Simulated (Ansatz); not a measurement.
# C6H15In: how energies converge with the basis set

The task here is to estimate one member of a computed series from the others.

Computed with Ansatz 0.2.0, Gaussian basis. Level: one geometry, several basis sets.

Levels to be run: PBE0-D4/def2-SVP; ωB97M-V/def2-SVP; PBE0-D4/def2-QZVPP; ωB97M-V/def2-QZVPP; the functionals' def2-TZVPP values are taken from earlier runs.

**The relaxed structure**

The geometry comes from an earlier relaxation with PBE0-D4 in a triple-zeta def2 set; it is a stationary point, not always the lowest conformer. In takes the def2 core potential; no spin-orbit term is included.

SMILES `C[CH](C)[InH][CH](C)C`, 22 atoms, charge 0, spin multiplicity 1.

Atoms are counted from 1 here; the program's logs count them from 0.

Bond lengths: C1–C2 1.521 Å, C1–H8 1.093 Å, C1–H9 1.095 Å, C1–H10 1.099 Å, C2–C3 1.526 Å, C2–In4 2.188 Å, C2–H11 1.096 Å, C3–H12 1.094 Å, C3–H13 1.098 Å, C3–H14 1.096 Å, In4–C5 2.188 Å, In4–H15 1.745 Å, C5–C6 1.523 Å, C5–C7 1.523 Å, C5–H16 1.098 Å, C6–H17 1.098 Å, C6–H18 1.093 Å, C6–H19 1.095 Å and more. Angles: C2–C1–H8 112.4°, C2–C1–H9 111.6°, C2–C1–H10 111.2°, H8–C1–H9 107.1°, H8–C1–H10 107.3°, H9–C1–H10 107.0°, C1–C2–C3 111.4°, C1–C2–In4 112.9°, C1–C2–H11 108.9°, C3–C2–In4 109.6°, C3–C2–H11 108.0°, In4–C2–H11 105.8°, C2–C3–H12 112.5°, C2–C3–H13 111.0°, C2–C3–H14 111.9°, H12–C3–H13 107.2°, H12–C3–H14 107.6°, H13–C3–H14 106.4° and more.

Set-up of the first run:

in.yaml reads:

```yaml
crystal:
  periodic: [false, false, false]
  atoms:
    - {symbol: C, position_ang: [0.495087, -2.694683, -1.665548]}
    - {symbol: C, position_ang: [0.789307, -1.424977, -0.882130]}
    - {symbol: C, position_ang: [1.561058, -1.728629, 0.398386]}
    - {symbol: In, position_ang: [-1.015274, -0.284346, -0.400587]}
    - {symbol: C, position_ang: [-0.889368, 1.823966, 0.170874]}
    - {symbol: C, position_ang: [-1.904037, 2.191870, 1.245266]}
    - {symbol: C, position_ang: [0.522253, 2.233633, 0.568849]}
    - {symbol: H, position_ang: [-0.000727, -2.491403, -2.618672]}
    - {symbol: H, position_ang: [-0.154050, -3.373807, -1.103882]}
    - {symbol: H, position_ang: [1.418831, -3.245721, -1.889354]}
    - {symbol: H, position_ang: [1.405174, -0.761120, -1.500055]}
    - {symbol: H, position_ang: [1.843277, -0.822295, 0.941872]}
    - {symbol: H, position_ang: [2.487303, -2.276429, 0.178414]}
    - {symbol: H, position_ang: [0.984151, -2.359071, 1.083845]}
    - {symbol: H, position_ang: [-2.569433, -1.076249, -0.430539]}
    - {symbol: H, position_ang: [-1.156952, 2.361400, -0.748765]}
    - {symbol: H, position_ang: [-1.874425, 3.267226, 1.466444]}
    - {symbol: H, position_ang: [-2.927427, 1.944542, 0.951778]}
    - {symbol: H, position_ang: [-1.701934, 1.673098, 2.188326]}
    - {symbol: H, position_ang: [0.851766, 1.718652, 1.477297]}
    - {symbol: H, position_ang: [0.579261, 3.309921, 0.779645]}
    - {symbol: H, position_ang: [1.256158, 2.014420, -0.211473]}
basis:
  gaussian: {orbitals: def2-SVP}
hamiltonian: {xc: pbe0, dispersion: d4}
output: {orbitals: {seedname: orbitals}}
```

Command:

```
$ ansatz run in.yaml --threads 4 --pin off --events-out ev --progress --plain --max-ram 66560MiB --backend cpu
```

Steps of the session up to this table: PBE0-D4 in def2-SVP; ωB97M-V in def2-SVP; PBE0-D4 in def2-QZVPP; ωB97M-V in def2-QZVPP.

One of the session's tables, all rows but one given; the rest of the session is left out.

| functional | basis | HOMO (eV) | LUMO (eV) |
| --- | --- | --- | --- |
| PBE0-D4 | def2-SVP | -6.22 | -1.24 |
| PBE0-D4 | def2-TZVPP | -6.24 | -1.31 |
| PBE0-D4 | def2-QZVPP | -6.24 | -1.32 |
| ωB97M-V | def2-SVP | ? | ? |
| ωB97M-V | def2-TZVPP | -8.35 | 0.05 |
| ωB97M-V | def2-QZVPP | -8.35 | 0.00 |

Estimate the missing values for ωB97M-V, def2-SVP.

As computed: HOMO (eV): -8.33; LUMO (eV): 0.26. In the column «HOMO (eV)» it lies between ωB97M-V, def2-QZVPP (-8.35) and PBE0-D4, def2-TZVPP (-6.24).
